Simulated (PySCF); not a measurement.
# CH8BNO: the cost of one run

The runs use PySCF 2.14.0, with density-fitted response routines of our own; the level of theory stands in each step. All values are computed, except where a source is named. Atoms count from 0, in the outputs and in this text.

**1. The molecule as given**

12 atoms, charge 0, multiplicity 1; geometry from: PBE0-D3(BJ)/def2-SVP.

Bonds of the start (Å): C0–O1 1.39, O1–B2 1.42, B2–N3 1.69, C0–H4 1.10, C0–H5 1.11, C0–H6 1.11, B2–H7 1.23, B2–H8 1.23, N3–H9 1.02, N3–H10 1.02, N3–H11 1.02.

**2. Nuclear shieldings: HF/pcSseg-2**

What the job is given:

```
{"job": {"kind": "nmr", "xc": "HF", "basis": "pcSseg-2", "pop": false}, "charge": 0, "multiplicity": 1}
C      1.658219     0.471223     0.117041
O      0.800796    -0.141642    -0.781634
B     -0.297467    -0.890824    -0.271656
N     -1.538916     0.219808    -0.016094
H      2.529465     0.881602    -0.420799
H      2.031770    -0.228399     0.890348
H      1.192812     1.325420     0.661116
H     -0.787291    -1.640591    -1.109658
H     -0.139075    -1.399894     0.841666
H     -2.398615    -0.252935     0.263471
H     -1.712268     0.722631    -0.887540
H     -1.303183     0.905795     0.701981
```

Level: GIAO HF/pcSseg-2 NMR shielding, non-relativistic, gas phase.

Run with:

```
$ OMP_NUM_THREADS=1 python probes_run.py task.json out
```

One launch serves the whole session: the jobs run in the order shown.

Q: Estimate the wall time and peak memory of this first job on 1 thread of Arm Neoverse V2, shared host.

About 9.4 s, with a peak of 1 GiB.
